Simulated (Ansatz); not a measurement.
# CH₄FGa: shape, modes and thermochemistry

The task is to find a stationary geometry of CH₄FGa, then compute its harmonic vibrations to see whether it is a minimum and to get the zero-point energy and entropy.

Computed with Ansatz 0.2.0, Gaussian basis. Level: RKS PBE0-D4/def2-TZVP.

Plan: relaxation at PBE0-D4/def2-TZVP; harmonic vibrations at the same level.

1 further run of the same task is left out (set aside as unsound or not needed).

## (1) Starting geometry

SMILES `[CH3][GaH][F]`, 7 atoms, charge 0, spin multiplicity 1.

Atoms are counted from 1 here; the program's logs count them from 0.

Bond lengths: C1–Ga2 2.026 Å, C1–H4 1.091 Å, C1–H5 1.093 Å, C1–H6 1.089 Å, Ga2–F3 1.753 Å, Ga2–H7 1.555 Å. Angles: Ga2–C1–H4 110.2°, Ga2–C1–H5 106.6°, Ga2–C1–H6 112.9°, H4–C1–H5 108.5°, H4–C1–H6 108.8°, H5–C1–H6 109.8°, C1–Ga2–F3 114.8°, C1–Ga2–H7 137.5°, F3–Ga2–H7 107.6°.

Geometry (Å):

```
C    -0.6825    0.6777   -0.2002
Ga    0.6397   -0.8288    0.0944
F     1.9279   -0.4666    1.2274
H    -1.5102    0.5955    0.5059
H    -0.1454    1.6079    0.0006
H    -1.0857    0.6955   -1.2120
H     0.8561   -2.2811   -0.4160
```

The start is a GFN2-xTB geometry.

## (2) Optimising with PBE0-D4/def2-TZVP

Input file in.yaml:

```yaml
crystal:
  periodic: [false, false, false]
  atoms:
    - {symbol: C, position_ang: [-0.682530, 0.677670, -0.200160]}
    - {symbol: Ga, position_ang: [0.639700, -0.828810, 0.094380]}
    - {symbol: F, position_ang: [1.927870, -0.466610, 1.227360]}
    - {symbol: H, position_ang: [-1.510150, 0.595480, 0.505910]}
    - {symbol: H, position_ang: [-0.145380, 1.607920, 0.000590]}
    - {symbol: H, position_ang: [-1.085650, 0.695470, -1.212040]}
    - {symbol: H, position_ang: [0.856140, -2.281110, -0.416040]}
basis:
  gaussian: {orbitals: def2-TZVP}
hamiltonian: {xc: pbe0, dispersion: d4}
relax: {f_tol: 0.005, max_steps: 150}
```

Further steps of the session: Force constants and modes.

Q: Predict the results of all the runs planned. Wanted: point group; shift from the start; total energy; dispersion term; dipole moment; lowest, highest wavenumber.

The runs gave:

| quantity | value |
| --- | --- |
| point group | C1 |
| steps | 7 |
| shift from the start (rms) | 0.067 Å |
| total energy | -56189.1230 eV |
| dispersion term | -79 meV |
| dipole moment | 2.66 D |
| lowest, highest wavenumber | 14, 3162 cm⁻¹ |

In words: The relaxed geometry lies 0.07 Å (rms) from the start; the bond that changed most is C1–Ga2, from 2.026 to 1.950 Å. No mode is imaginary: a true minimum at this level. The stiffest mode, 3162 cm⁻¹, is a C–H stretch. Harmonic hybrid wavenumbers usually lie a few per cent above measured fundamentals. The largest Mulliken charge, +0.57 e, sits on Ga2.
